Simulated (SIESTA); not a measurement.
MnO2: equation of state with PBEsol

Crystal: MnO2.

```
CELL_PARAMETERS angstrom
1.42843 0.82471 4.58393
-1.42843 0.82471 4.58393
0.00000 -1.64941 4.58393
ATOMIC_POSITIONS crystal
Mn 0.00000 0.00000 0.00000
O 0.73564 0.73564 0.73564
O 0.26436 0.26436 0.26436
```

Measurements of this composition are mostly on another form, of space group No. 136.

* Program: SIESTA 5.4.2
* Task: equation of state
* Functional: PBEsol
* Potentials or basis: PseudoDojo 0.4 standard (PBEsol files)
* Basis: DZP (energy shift 0.003 Ry; two zetas on semicore shells)
* Grid cutoff: 800 Ry
* Energy shift: 0.003 Ry
* k mesh: 11 × 11 × 11
* Occupations: fermi-dirac, width 0.05 eV
* Spin: collinear spin, ferromagnetic start
* Starting moments: [4.0, 0.0, 0.0] μB

```
Equilibrium volume                        : 10.84 Å³/atom
Bulk modulus at fixed shape and positions : 205 GPa
Pressure derivative of the bulk modulus   : 4.4 (rough: it moves with the points fitted)
```

Energy against volume, from the lowest point:
```
volume (Å³/atom)  energy (meV/atom)
          10.152              31.70
          10.368              14.45
          10.584               4.07
          10.800               0.00
          11.016               1.65
          11.232               8.34
          11.448              19.47
```

All runs of the series together: 29 min on 1 thread of Arm Neoverse V1, with other jobs on the host.

Caveat: short orbitals over semicore shells can move pressures by several GPa; the cell was scaled at fixed shape and fractional positions, which overstates the stiffness of a crystal with free parameters, most of all of layers and chains; the basis of atomic orbitals isn't converged, which shifts pressures, moduli and gaps.
